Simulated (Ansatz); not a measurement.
**ClH₃NOSi radical: up Jacob's ladder to CCSD(T)**

Aim: compute ClH₃NOSi radical with functionals from several rungs and with coupled cluster. The yardstick is the atomisation energy at the CCSD(T) limit.

Method: functionals in def2-TZVPP, the program's frozen cores in correlated methods; program: Ansatz 0.2.0, Gaussian basis.

The runs, in order: LDA (SPW92), PBE-D4, revPBE-D4, BLYP-D4, r2SCAN-D4, B97M-V, PBE0-D4, B3LYP-D4, r2SCANh-D4, r2SCAN0-D4, HSE06-D4, BHLYP-D4, CAM-B3LYP-D4, LC-ωPBE, ωB97X-V, ωB97M-V, B2PLYP, PBE-QIDH; CCSD(T)/def2-SVP; CCSD(T)/def2-TZVPP; MP2/def2-QZVPP; extrapolation to the limit; RPA on PBE.

## 1. The relaxed structure

All runs share one geometry, relaxed beforehand with PBE0-D4 in a triple-zeta def2 set.

SMILES `[NH][SiH](O)Cl`, 7 atoms, charge 0, spin multiplicity 2.

Atoms are counted from 1 here; the program's logs count them from 0.

Bond lengths: N1–Si2 1.738 Å, N1–H5 1.021 Å, Si2–O3 1.624 Å, Si2–Cl4 2.056 Å, Si2–H6 1.475 Å, O3–H7 0.960 Å. Angles: Si2–N1–H5 114.8°, N1–Si2–O3 110.0°, N1–Si2–Cl4 103.5°, N1–Si2–H6 116.4°, O3–Si2–Cl4 112.0°, O3–Si2–H6 106.1°, Cl4–Si2–H6 109.1°, Si2–O3–H7 118.0°.

## 2. LDA

This LDA is Slater exchange with PW92 correlation.

in.yaml

```yaml
crystal:
  periodic: [false, false, false]
  atoms:
    - {symbol: N, position_ang: [-0.309949, 1.111543, -0.879081]}
    - {symbol: Si, position_ang: [-0.073874, -0.114301, 0.330393]}
    - {symbol: O, position_ang: [1.465580, -0.630325, 0.304762]}
    - {symbol: Cl, position_ang: [-1.389962, -1.593903, -0.220970]}
    - {symbol: H, position_ang: [-1.151480, 1.677261, -0.756252]}
    - {symbol: H, position_ang: [-0.348599, 0.280217, 1.724670]}
    - {symbol: H, position_ang: [1.869583, -0.798392, -0.549221]}
basis:
  gaussian: {orbitals: def2-TZVPP}
magnetization: {spin_polarized: true, initial_magnetization: 1}
hamiltonian: {xc: lda}
output: {orbitals: {seedname: orbitals}}
```

The runs that follow: PBE-D4 (GGA); revPBE-D4 (GGA); BLYP-D4 (GGA); r2SCAN-D4 (meta-GGA); B97M-V (meta-GGA); PBE0-D4 (hybrid); B3LYP-D4 (hybrid); r2SCANh-D4 (hybrid); r2SCAN0-D4 (hybrid); HSE06-D4 (hybrid); BHLYP-D4 (hybrid); CAM-B3LYP-D4 (range-separated); LC-ωPBE-D4 (range-separated); ωB97X-V (range-separated); ωB97M-V (range-separated); B2PLYP (double hybrid); PBE-QIDH (double hybrid); CCSD(T) in def2-SVP; CCSD(T) in def2-TZVPP; MP2 in def2-QZVPP; RPA on PBE orbitals.

Before running them: what should the planned runs give, taken together? Wanted: atomisation energy, CCSD(T)/CBS; farthest beyond LDA; mean size of error, GGA; mean size of error, meta-GGA; mean size of error, hybrid; mean size of error, range-separated; mean size of error, double hybrid; gap, smallest and largest; T1 diagnostic.

As calculated:

| quantity | value |
| --- | --- |
| atomisation energy, CCSD(T)/CBS | 2359.7 kJ/mol |
| functionals within 11.8 kJ/mol (0.5 %) | BLYP-D4, r2SCAN-D4, B97M-V, B3LYP-D4, CAM-B3LYP-D4, ωB97X-V, ωB97M-V |
| farthest beyond LDA | BHLYP-D4 (-87.0 kJ/mol) |
| mean size of error, GGA | 21.9 kJ/mol |
| mean size of error, meta-GGA | 9.2 kJ/mol |
| mean size of error, hybrid | 32.5 kJ/mol |
| mean size of error, range-separated | 12.7 kJ/mol |
| mean size of error, double hybrid | 39.0 kJ/mol |
| gap, smallest and largest | 1.04 eV (LDA (SPW92)), 10.09 eV (LC-ωPBE) |
| T1 diagnostic | 0.0124 |
| triples share of the correlation energy | 3.6 % |

**Reading.** The LDA atomisation energy is off by 347.9 kJ/mol (15 %): it overbinds. PBE-D4 misses by +36.0 kJ/mol. Double hybrids carry the basis error of their MP2 part in triple zeta, and no dispersion term here, so their miss is partly the set-up's. By mean error the best rung here is meta-GGA (9.2 kJ/mol) and the worst beyond LDA is double hybrid (39.0 kJ/mol). The gap between the best rungs is small, so their order is not settled. Misses under about 11.8 kJ/mol are within the doubt on the reference itself, which lacks core-valence correlation, relativity and higher excitations. Hartree-Fock recovers 69 % of the binding; the rest is correlation. CCSD(T) in def2-SVP is off by -252.2 kJ/mol, more than most functionals: a good method in a small basis is no reference. The gap grows from 1.0 to 10.1 eV across the functionals, mostly with the share of exact exchange.
